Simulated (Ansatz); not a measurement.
# PbO: the cost of one run

Method: DFT PBE, scalar-relativistic, plane waves, PAW, and further levels as typed in the inputs, in Ansatz 0.2.0.

## 1. Starting point

Symmetry: P4/nmm, No. 129, tetragonal system. The conventional cell has a = 3.990 Å, b = 3.990 Å, c = 5.010 Å, α = 90.00°, β = 90.00°, γ = 90.00°. Pb (site symmetry 4mm) has 4 O at 2.33 Å in its first shell of neighbours. O (site symmetry -4m2) has 4 Pb at 2.33 Å in its first shell of neighbours.

As a file:

```cif
data_structure
_symmetry_space_group_name_H-M 'P 1'
_symmetry_Int_Tables_number 1
_cell_length_a 11.9700
_cell_length_b 11.9700
_cell_length_c 10.0200
_cell_angle_alpha 90.000
_cell_angle_beta 90.000
_cell_angle_gamma 90.000
_cell_volume 1435.67
loop_
_atom_site_label
_atom_site_type_symbol
_atom_site_fract_x
_atom_site_fract_y
_atom_site_fract_z
_atom_site_occupancy
Pb1 Pb 0.00000 0.16667 0.12000 1
Pb2 Pb 0.16667 0.00000 0.38000 1
Pb3 Pb 0.00000 0.16667 0.62000 1
Pb4 Pb 0.16667 0.00000 0.88000 1
Pb5 Pb 0.00000 0.50000 0.12000 1
Pb6 Pb 0.16667 0.33333 0.38000 1
Pb7 Pb 0.00000 0.50000 0.62000 1
Pb8 Pb 0.16667 0.33333 0.88000 1
Pb9 Pb 0.00000 0.83333 0.12000 1
Pb10 Pb 0.16667 0.66667 0.38000 1
Pb11 Pb 0.00000 0.83333 0.62000 1
Pb12 Pb 0.16667 0.66667 0.88000 1
Pb13 Pb 0.33333 0.16667 0.12000 1
Pb14 Pb 0.50000 0.00000 0.38000 1
Pb15 Pb 0.33333 0.16667 0.62000 1
Pb16 Pb 0.50000 0.00000 0.88000 1
Pb17 Pb 0.33333 0.50000 0.12000 1
Pb18 Pb 0.50000 0.33333 0.38000 1
Pb19 Pb 0.33333 0.50000 0.62000 1
Pb20 Pb 0.50000 0.33333 0.88000 1
Pb21 Pb 0.33333 0.83333 0.12000 1
Pb22 Pb 0.50000 0.66667 0.38000 1
Pb23 Pb 0.33333 0.83333 0.62000 1
Pb24 Pb 0.50000 0.66667 0.88000 1
Pb25 Pb 0.66667 0.16667 0.12000 1
Pb26 Pb 0.83333 0.00000 0.38000 1
Pb27 Pb 0.66667 0.16667 0.62000 1
Pb28 Pb 0.83333 0.00000 0.88000 1
Pb29 Pb 0.66667 0.50000 0.12000 1
Pb30 Pb 0.83333 0.33333 0.38000 1
Pb31 Pb 0.66667 0.50000 0.62000 1
Pb32 Pb 0.83333 0.33333 0.88000 1
Pb33 Pb 0.66667 0.83333 0.12000 1
Pb34 Pb 0.83333 0.66667 0.38000 1
Pb35 Pb 0.66667 0.83333 0.62000 1
Pb36 Pb 0.83333 0.66667 0.88000 1
O1 O 0.00000 0.00000 0.00000 1
O2 O 0.16667 0.16667 0.00000 1
O3 O 0.00000 0.00000 0.50000 1
O4 O 0.16667 0.16667 0.50000 1
O5 O 0.00000 0.33333 0.00000 1
O6 O 0.16667 0.50000 0.00000 1
O7 O 0.00000 0.33333 0.50000 1
O8 O 0.16667 0.50000 0.50000 1
O9 O 0.00000 0.66667 0.00000 1
O10 O 0.16667 0.83333 0.00000 1
O11 O 0.00000 0.66667 0.50000 1
O12 O 0.16667 0.83333 0.50000 1
O13 O 0.33333 0.00000 0.00000 1
O14 O 0.50000 0.16667 0.00000 1
O15 O 0.33333 0.00000 0.50000 1
O16 O 0.50000 0.16667 0.50000 1
O17 O 0.33333 0.33333 0.00000 1
O18 O 0.50000 0.50000 0.00000 1
O19 O 0.33333 0.33333 0.50000 1
O20 O 0.50000 0.50000 0.50000 1
O21 O 0.33333 0.66667 0.00000 1
O22 O 0.50000 0.83333 0.00000 1
O23 O 0.33333 0.66667 0.50000 1
O24 O 0.50000 0.83333 0.50000 1
O25 O 0.66667 0.00000 0.00000 1
O26 O 0.83333 0.16667 0.00000 1
O27 O 0.66667 0.00000 0.50000 1
O28 O 0.83333 0.16667 0.50000 1
O29 O 0.66667 0.33333 0.00000 1
O30 O 0.83333 0.50000 0.00000 1
O31 O 0.66667 0.33333 0.50000 1
O32 O 0.83333 0.50000 0.50000 1
O33 O 0.66667 0.66667 0.00000 1
O34 O 0.83333 0.83333 0.00000 1
O35 O 0.66667 0.66667 0.50000 1
O36 O 0.83333 0.83333 0.50000 1
```

## 2. Relaxing the atoms: PbO, no spin

Input file input.yaml:

```yaml
crystal:
  lattice:
    - [11.97, 0.0, 0.0]
    - [0.0, 11.97, 0.0]
    - [0.0, 0.0, 10.02]
  atoms:
    - { symbol: Pb, position: [0.0, 0.166667, 0.12] }
    - { symbol: Pb, position: [0.166667, 0.0, 0.38] }
    - { symbol: Pb, position: [0.0, 0.166667, 0.62] }
    - { symbol: Pb, position: [0.166667, 0.0, 0.88] }
    - { symbol: Pb, position: [0.0, 0.5, 0.12] }
    - { symbol: Pb, position: [0.166667, 0.333333, 0.38] }
    - { symbol: Pb, position: [0.0, 0.5, 0.62] }
    - { symbol: Pb, position: [0.166667, 0.333333, 0.88] }
    - { symbol: Pb, position: [0.0, 0.833333, 0.12] }
    - { symbol: Pb, position: [0.166667, 0.666667, 0.38] }
    - { symbol: Pb, position: [0.0, 0.833333, 0.62] }
    - { symbol: Pb, position: [0.166667, 0.666667, 0.88] }
    - { symbol: Pb, position: [0.333333, 0.166667, 0.12] }
    - { symbol: Pb, position: [0.5, 0.0, 0.38] }
    - { symbol: Pb, position: [0.333333, 0.166667, 0.62] }
    - { symbol: Pb, position: [0.5, 0.0, 0.88] }
    - { symbol: Pb, position: [0.333333, 0.5, 0.12] }
    - { symbol: Pb, position: [0.5, 0.333333, 0.38] }
    - { symbol: Pb, position: [0.333333, 0.5, 0.62] }
    - { symbol: Pb, position: [0.5, 0.333333, 0.88] }
    - { symbol: Pb, position: [0.333333, 0.833333, 0.12] }
    - { symbol: Pb, position: [0.5, 0.666667, 0.38] }
    - { symbol: Pb, position: [0.333333, 0.833333, 0.62] }
    - { symbol: Pb, position: [0.5, 0.666667, 0.88] }
    - { symbol: Pb, position: [0.666667, 0.166667, 0.12] }
    - { symbol: Pb, position: [0.833333, 0.0, 0.38] }
    - { symbol: Pb, position: [0.666667, 0.166667, 0.62] }
    - { symbol: Pb, position: [0.833333, 0.0, 0.88] }
    - { symbol: Pb, position: [0.666667, 0.5, 0.12] }
    - { symbol: Pb, position: [0.833333, 0.333333, 0.38] }
    - { symbol: Pb, position: [0.666667, 0.5, 0.62] }
    - { symbol: Pb, position: [0.833333, 0.333333, 0.88] }
    - { symbol: Pb, position: [0.666667, 0.833333, 0.12] }
    - { symbol: Pb, position: [0.833333, 0.666667, 0.38] }
    - { symbol: Pb, position: [0.666667, 0.833333, 0.62] }
    - { symbol: Pb, position: [0.833333, 0.666667, 0.88] }
    - { symbol: O, position: [0.0, 0.0, 0.0] }
    - { symbol: O, position: [0.166667, 0.166667, 0.0] }
    - { symbol: O, position: [0.0, 0.0, 0.5] }
    - { symbol: O, position: [0.166667, 0.166667, 0.5] }
    - { symbol: O, position: [0.0, 0.333333, 0.0] }
    - { symbol: O, position: [0.166667, 0.5, 0.0] }
    - { symbol: O, position: [0.0, 0.333333, 0.5] }
    - { symbol: O, position: [0.166667, 0.5, 0.5] }
    - { symbol: O, position: [0.0, 0.666667, 0.0] }
    - { symbol: O, position: [0.166667, 0.833333, 0.0] }
    - { symbol: O, position: [0.0, 0.666667, 0.5] }
    - { symbol: O, position: [0.166667, 0.833333, 0.5] }
    - { symbol: O, position: [0.333333, 0.0, 0.0] }
    - { symbol: O, position: [0.5, 0.166667, 0.0] }
    - { symbol: O, position: [0.333333, 0.0, 0.5] }
    - { symbol: O, position: [0.5, 0.166667, 0.5] }
    - { symbol: O, position: [0.333333, 0.333333, 0.0] }
    - { symbol: O, position: [0.5, 0.5, 0.0] }
    - { symbol: O, position: [0.333333, 0.333333, 0.5] }
    - { symbol: O, position: [0.5, 0.5, 0.5] }
    - { symbol: O, position: [0.333333, 0.666667, 0.0] }
    - { symbol: O, position: [0.5, 0.833333, 0.0] }
    - { symbol: O, position: [0.333333, 0.666667, 0.5] }
    - { symbol: O, position: [0.5, 0.833333, 0.5] }
    - { symbol: O, position: [0.666667, 0.0, 0.0] }
    - { symbol: O, position: [0.833333, 0.166667, 0.0] }
    - { symbol: O, position: [0.666667, 0.0, 0.5] }
    - { symbol: O, position: [0.833333, 0.166667, 0.5] }
    - { symbol: O, position: [0.666667, 0.333333, 0.0] }
    - { symbol: O, position: [0.833333, 0.5, 0.0] }
    - { symbol: O, position: [0.666667, 0.333333, 0.5] }
    - { symbol: O, position: [0.833333, 0.5, 0.5] }
    - { symbol: O, position: [0.666667, 0.666667, 0.0] }
    - { symbol: O, position: [0.833333, 0.833333, 0.0] }
    - { symbol: O, position: [0.666667, 0.666667, 0.5] }
    - { symbol: O, position: [0.833333, 0.833333, 0.5] }
scf:
  occupations: { method: gaussian, width: 0.02 }
output:
  forces: true
  stress: true
  write_density: true
  write_potential: true
  elf: true
  volumetric_format: npy
hamiltonian:
  xc: pbe
kpoints:
  mp_grid: { grid: [2, 2, 2] }
relax:
  f_tol: 0.03
  max_steps: 50
```

The run is started by

```console
$ ansatz run input.yaml --threads 16 --pin off --max-ram 63488MiB --backend cpu --events-out ev --progress --plain --runs-dir out
```

What time and memory should one allow on 16 threads of Intel Xeon Platinum 8488C (Sapphire Rapids), shared host?

About 43 s, with a peak of 17 GiB.
